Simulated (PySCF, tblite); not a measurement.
# H₈NOSSi₃ radical, a small gas-phase stand-in for a defect centre (Si site with back bonds O[SiH3], S[SiH3], N): EPR parameters

Wanted: the EPR parameters for `N[Si](O[SiH3])S[SiH3]`. It is drawn as: dangling bond.

Computed with tblite 0.8.0 and PySCF 2.14.0; each step states its level. No surroundings beyond the atoms listed, unless a continuum is named. Atoms count from 0, parts from 1.

## Step 1: The system as given

14 atoms, charge 0, multiplicity 2; geometry: distance geometry start.

## Step 2: Relaxing the cluster with GFN2-xTB

The job: settings as JSON, then the geometry in Å.

```
{"job": {"kind": "relax", "xc": "GFN2-xTB", "basis": "xTB"}, "charge": 0, "multiplicity": 2}
Si     0.489003    -1.238763     1.672694
O     -1.045092    -1.967666     2.123995
Si    -2.567172    -1.623509     1.345259
S      0.817925    -0.864710    -0.440781
Si    -0.148386     0.679747    -1.568084
N      1.117784     0.048309     2.811072
H     -3.404325    -2.793676     1.368195
H     -3.262665    -0.592775     2.039449
H     -2.384271    -1.227239     0.008193
H      0.867620     1.541725    -2.095282
H     -0.891739     0.132487    -2.618596
H     -0.998135     1.471754    -0.715864
H      0.447630     0.433029     3.469640
H      1.766658     0.730743     2.398242
```

Method: GFN2-xTB geometry optimisation, gas phase.

Run with:

```sh
OMP_NUM_THREADS=1 python cluster_run.py task.json out
```

This one command runs all jobs of the session in turn.

**Question.** The jobs that follow are: PBE0-D3(BJ)/def2-SVP geometry optimisation, gas phase; UKS B3LYP, IGLO-III on N O S Si, pcH-1 on H, non-relativistic, mean-field spin-orbit, GIAO; UKS BHandHLYP, IGLO-III on N O S Si, pcH-1 on H, non-relativistic, mean-field spin-orbit, GIAO. Predict: point group; rotational constants (main isotopes); g(iso) (B3LYP); ⟨S²⟩; largest a(iso); potential on the surface of density 0.002 e/bohr³, 1st and 99th percentile.

The runs gave:

| quantity | value |
| --- | --- |
| point group | C1 |
| rotational constants (main isotopes) | 1.88, 1.17, 0.79 GHz |
| g(iso) (B3LYP) | 2.00257 |
| ⟨S²⟩ | 0.752 (exact 0.75) |
| largest a(iso) | 29Si on Si0, -942.9 MHz |
| potential on the surface of density 0.002 e/bohr³, 1st and 99th percentile | -0.75 V and 1.77 V |

**Reading.** The start of the PBE0/def2-SVP relaxation was shaken at random by about 0.01 Å, so part of the energy gained, and of the first lengths quoted, undoes that. Over 20 steps the energy fell by 0.298 eV; of the close pairs, Si2–H8 changed most, 1.426 to 1.489 Å (PBE0/def2-SVP). No frequency check was run at this level, so the end point may be a saddle. Si0 carries the largest spin population, 0.76 e. The isotropic g lies 0.3 ppt above the free-electron value. The coupling of 29Si on Si0 runs from -978.9 (BHandHLYP/IGLO-III+pcH-1) to -942.9 MHz (B3LYP/IGLO-III+pcH-1). A capped cluster stands for the solid here, so long-range fields and strain are missing, and bands or shifts of the capping hydrogens have no counterpart in it.
